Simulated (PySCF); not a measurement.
# Ge2H7P: the cost of one run

Programs: PySCF 2.14.0, with density-fitted response routines of our own. Each step states its level of theory. These are calculated values for one molecule in the gas phase, unless marked as measured. Atoms are numbered from 0 throughout.

## 1. The starting structure

10 atoms, charge 0, multiplicity 1; geometry from: PBE0-D3(BJ)/def2-SVP.

Bonds of the start (Å): P0–Ge1 2.33, Ge1–Ge2 2.42, P0–H3 1.43, P0–H4 1.43, Ge1–H5 1.54, Ge1–H6 1.54, Ge2–H7 1.54, Ge2–H8 1.54, Ge2–H9 1.54.

## 2. Nuclear shieldings: PBE0/6-31G*

Job settings and geometry (Å):

```
{"job": {"kind": "nmr", "xc": "PBE0", "basis": "6-31G*", "pop": true}, "charge": 0, "multiplicity": 1}
P     -2.462840    -0.144691    -0.236646
Ge    -0.414129     0.962531    -0.400589
Ge     1.447182    -0.483973     0.160879
H     -2.020929    -1.255083    -1.022918
H     -2.124416    -0.786274     0.996237
H     -0.292424     1.487973    -1.845078
H     -0.462431     2.181074     0.542944
H      1.515240    -1.648404    -0.845097
H      1.226242    -1.067828     1.569175
H      2.793065     0.266222     0.140530
```

Method: GIAO PBE0/6-31G* NMR shielding, non-relativistic, gas phase.

Command:

```sh
OMP_NUM_THREADS=1 python probes_run.py task.json out
```

The driver reads the jobs from task.json and runs them one after another.

**Question.** How long does this first job take on 1 thread of Arm Neoverse V1, shared host, and how much memory does it need?

About 8.4 s, with a peak of 0.66 GiB.
